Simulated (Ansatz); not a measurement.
# Br: the cost of one run

Computed with Ansatz 0.2.0 (DFT PBEsol, scalar-relativistic, plane waves, PAW, unless a step's input says otherwise).

## (1) The structure to begin with

Symmetry: Immm, No. 71, orthorhombic system. The conventional cell has a = 2.574 Å, b = 3.440 Å, c = 7.156 Å, α = 90.00°, β = 90.00°, γ = 90.00°. Around Br (site symmetry mmm) lie 2 Br at 2.57 Å.

Coordinates:

```xyz
16
Lattice="5.1471 -6.8800 0.0000 5.1471 6.8800 0.0000 -5.1471 0.0000 7.1560" Properties=species:S:1:pos:R:3 pbc="T T T"
Br    1.2868   -5.1600    3.5780
Br    2.5735   -3.4400    0.0000
Br    5.1471   -3.4400    0.0000
Br   -1.2868   -1.7200    3.5780
Br    0.0000    0.0000    0.0000
Br    1.2868   -1.7200    3.5780
Br    2.5735    0.0000    0.0000
Br    3.8603   -1.7200    3.5780
Br    5.1471    0.0000    0.0000
Br    7.7206    0.0000    0.0000
Br   -1.2868    1.7200    3.5780
Br    1.2868    1.7200    3.5780
Br    2.5735    3.4400    0.0000
Br    3.8603    1.7200    3.5780
Br    5.1471    3.4400    0.0000
Br    1.2868    5.1600    3.5780
```

It goes back to an entry of the Materials Project, which need not be the stable form.

No relaxation comes first: the listed cell is the starting point.

## (2) The perfect supercell on the trajectory's mesh

Contents of input.yaml:

```yaml
crystal:
  lattice:
    - [5.14707362, -6.8799888, 0.0]
    - [5.14707362, 6.8799888, 0.0]
    - [-5.14707362, 0.0, 7.15598232]
  atoms:
    - { symbol: Br, position: [0.75, 0.0, 0.5] }
    - { symbol: Br, position: [0.5, 0.0, 0.0] }
    - { symbol: Br, position: [0.75, 0.25, 0.0] }
    - { symbol: Br, position: [0.25, 0.0, 0.5] }
    - { symbol: Br, position: [0.0, 0.0, 0.0] }
    - { symbol: Br, position: [0.5, 0.25, 0.5] }
    - { symbol: Br, position: [0.25, 0.25, 0.0] }
    - { symbol: Br, position: [0.75, 0.5, 0.5] }
    - { symbol: Br, position: [0.5, 0.5, 0.0] }
    - { symbol: Br, position: [0.75, 0.75, 0.0] }
    - { symbol: Br, position: [0.0, 0.25, 0.5] }
    - { symbol: Br, position: [0.25, 0.5, 0.5] }
    - { symbol: Br, position: [0.0, 0.5, 0.0] }
    - { symbol: Br, position: [0.5, 0.75, 0.5] }
    - { symbol: Br, position: [0.25, 0.75, 0.0] }
    - { symbol: Br, position: [0.0, 0.75, 0.5] }
  symmetry: { detect: false }
basis:
  ecutwfc: 420
kpoints:
  mp_grid: { grid: [2, 2, 2], shift: [0.5, 0.5, 0.5] }
hamiltonian:
  xc: pbesol
scf:
  occupations: { method: gaussian, width: 0.1 }
output:
  forces: true
  stress: true
  eigenvalues: true
```

On the command line:

```bash
$ ansatz run input.yaml --threads 4 --pin off --max-ram 5120MiB --backend cpu --events-out ev --progress --plain --runs-dir out
```

What time and memory should one allow on 4 threads of Arm Neoverse N1, shared host?

About 6.5 s, with a peak of 0.97 GiB.
